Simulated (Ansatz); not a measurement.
# CH7BGaOP: basis-set convergence

How large a basis does CH7BGaOP need? Two functionals are run in growing sets.

Computed with Ansatz 0.2.0, Gaussian basis. Level: one geometry, several basis sets.

Levels to be run: PBE0-D4/def2-SVP; ωB97M-V/def2-SVP; PBE0-D4/def2-QZVPP; ωB97M-V/def2-QZVPP; the functionals' def2-TZVPP values are taken from earlier runs.

## Step 1: Structure used throughout

An earlier PBE0-D4 in a triple-zeta def2 set relaxation fixed the geometry.

SMILES `[CH3][Ga]([PH2])[BH]O`, 12 atoms, charge 0, spin multiplicity 1.

Atoms are counted from 1 here; the program's logs count them from 0.

Bond lengths: C1–Ga2 1.978 Å, C1–H6 1.093 Å, C1–H7 1.090 Å, C1–H8 1.094 Å, Ga2–P3 2.333 Å, Ga2–B4 2.104 Å, P3–H9 1.420 Å, P3–H10 1.419 Å, B4–O5 1.355 Å, B4–H11 1.209 Å, O5–H12 0.962 Å. Angles: Ga2–C1–H6 110.5°, Ga2–C1–H7 112.5°, Ga2–C1–H8 109.4°, H6–C1–H7 108.8°, H6–C1–H8 107.0°, H7–C1–H8 108.5°, C1–Ga2–P3 115.0°, C1–Ga2–B4 125.5°, P3–Ga2–B4 119.3°, Ga2–P3–H9 95.2°, Ga2–P3–H10 96.5°, H9–P3–H10 95.0°, Ga2–B4–O5 118.7°, Ga2–B4–H11 123.1°, O5–B4–H11 118.2°, B4–O5–H12 113.7°.

## Step 2: PBE0-D4 in def2-SVP

File in.yaml:

```yaml
crystal:
  periodic: [false, false, false]
  atoms:
    - {symbol: C, position_ang: [-1.376070, 0.473384, 1.456240]}
    - {symbol: Ga, position_ang: [0.060412, -0.158229, 0.252555]}
    - {symbol: P, position_ang: [2.125622, -0.503313, 1.280936]}
    - {symbol: B, position_ang: [-0.186364, -0.696439, -1.766210]}
    - {symbol: O, position_ang: [-0.073812, 0.264909, -2.714596]}
    - {symbol: H, position_ang: [-2.223194, -0.217485, 1.436215]}
    - {symbol: H, position_ang: [-1.037877, 0.585312, 2.486803]}
    - {symbol: H, position_ang: [-1.744560, 1.441547, 1.104598]}
    - {symbol: H, position_ang: [2.120540, 0.725052, 1.992794]}
    - {symbol: H, position_ang: [2.921724, -0.021857, 0.209517]}
    - {symbol: H, position_ang: [-0.404567, -1.830329, -2.125954]}
    - {symbol: H, position_ang: [-0.181863, -0.062532, -3.612918]}
basis:
  gaussian: {orbitals: def2-SVP}
hamiltonian: {xc: pbe0, dispersion: d4}
output: {orbitals: {seedname: orbitals}}
```

Launch:

```console
$ ansatz run in.yaml --threads 4 --pin off --events-out ev --progress --plain --max-ram 10444MiB
```

After this run come: ωB97M-V in def2-SVP; PBE0-D4 in def2-QZVPP; ωB97M-V in def2-QZVPP.

Q: Predict the results of all the runs planned. Wanted: PBE0-D4: double and triple zeta above quadruple; ωB97M-V: double and triple zeta above quadruple.

**Answer**, as computed:

```
                                       quantity           value
PBE0-D4: double and triple zeta above quadruple  16.11, 1.69 eV
ωB97M-V: double and triple zeta above quadruple  16.21, 1.64 eV
```

What this shows: PBE0-D4 gains 14.42 eV from double to triple zeta, then 1.69 eV more. These are total energies; as a rule much of such shifts cancels in differences, which this series doesn't test.
